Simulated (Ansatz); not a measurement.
# CH6BFSSi: the cost of one run

Method: RKS B3LYP-D4/def2-SVP; program: Ansatz 0.2.0.

### Step 1. Where the work starts

SMILES `C[SiH](F)BS`, 11 atoms, charge 0, spin multiplicity 1.

Atoms are counted from 1 here; the program's logs count them from 0.

Bond lengths: C1–Si2 1.884 Å, C1–H6 1.111 Å, C1–H7 1.109 Å, C1–H8 1.109 Å, Si2–F3 1.654 Å, Si2–B4 2.013 Å, Si2–H9 1.512 Å, B4–S5 1.775 Å, B4–H10 1.215 Å, S5–H11 1.369 Å. Angles: Si2–C1–H6 111.0°, Si2–C1–H7 111.1°, Si2–C1–H8 110.8°, H6–C1–H7 108.1°, H6–C1–H8 107.4°, H7–C1–H8 108.3°, C1–Si2–F3 107.8°, C1–Si2–B4 114.0°, C1–Si2–H9 109.4°, F3–Si2–B4 109.2°, F3–Si2–H9 106.7°, B4–Si2–H9 109.5°, Si2–B4–S5 124.4°, Si2–B4–H10 123.0°, S5–B4–H10 112.6°, B4–S5–H11 100.5°.

Geometry (Å):

```xyz
11
CH6BFSSi
C    -0.77149   -0.89466    0.98511
Si    0.85617   -0.36115    0.20129
F     1.93077   -0.06391    1.42255
B     0.70650    1.27440   -0.96198
S    -0.75633    1.74002   -1.85370
H    -1.52127   -1.15594    0.20815
H    -1.19556   -0.08653    1.61590
H    -0.62608   -1.79167    1.62090
H     1.42450   -1.50551   -0.60728
H     1.63725    2.02882   -1.16464
H    -1.61896    0.75903   -1.44561
```

This geometry comes from a loose relaxation at PBE in a small basis, which is not shown.

### Step 3. Plan of the scan

The axes are (1) dihedral C1–Si2–B4–S5: 10 values from −180 to 144 °, periodic; (2) dihedral Si2–B4–S5–H11: 10 values from −180 to 144 °, periodic.

Relaxed at each point: all other coordinates. Energies count from the relaxed molecule at the same level. Points are written as (first, second).

(The set-up runs are not shown.)

### Step 4. Grid point (0°, −144°)

File input.yaml:

```yaml
crystal:
  periodic: [false, false, false]
  atoms:
    - { symbol: C, position_ang: [-0.708567, -0.766217, 1.081265] }
    - { symbol: Si, position_ang: [0.862782, -0.285081, 0.172627] }
    - { symbol: F, position_ang: [2.134966, -0.495339, 1.187959] }
    - { symbol: B, position_ang: [0.721974, 1.086373, -1.293887] }
    - { symbol: S, position_ang: [-1.011332, 1.126618, -0.916402] }
    - { symbol: H, position_ang: [-1.482697, -1.096897, 0.375124] }
    - { symbol: H, position_ang: [-1.130696, 0.047623, 1.68989] }
    - { symbol: H, position_ang: [-0.485998, -1.626237, 1.735903] }
    - { symbol: H, position_ang: [0.989128, -1.368723, -0.872383] }
    - { symbol: H, position_ang: [1.367686, 1.305049, -2.281441] }
    - { symbol: H, position_ang: [-1.487357, 1.29999, -2.175451] }
basis:
  gaussian: { orbitals: def2-SVP }
hamiltonian:
  xc: { name: B3LYP }
  dispersion: d4
output:
  forces: true
relax:
  f_tol: 0.02
  max_steps: 50
  escape_saddle: false
  constraints: [{ sites: [0, 1, 3, 4] }, { sites: [1, 3, 4, 10] }]
scf:
  lower_state_search: "off"
```

Run with:

```console
ansatz run input.yaml --threads 1 --pin off --max-ram 2560MiB --backend cpu --events-out ev --progress --plain --runs-dir out
```

Q: Estimate wall time and peak memory on 1 thread of AMD EPYC 9R14 (Zen 4), shared host.

About 17 s, with a peak of 0.23 GiB.
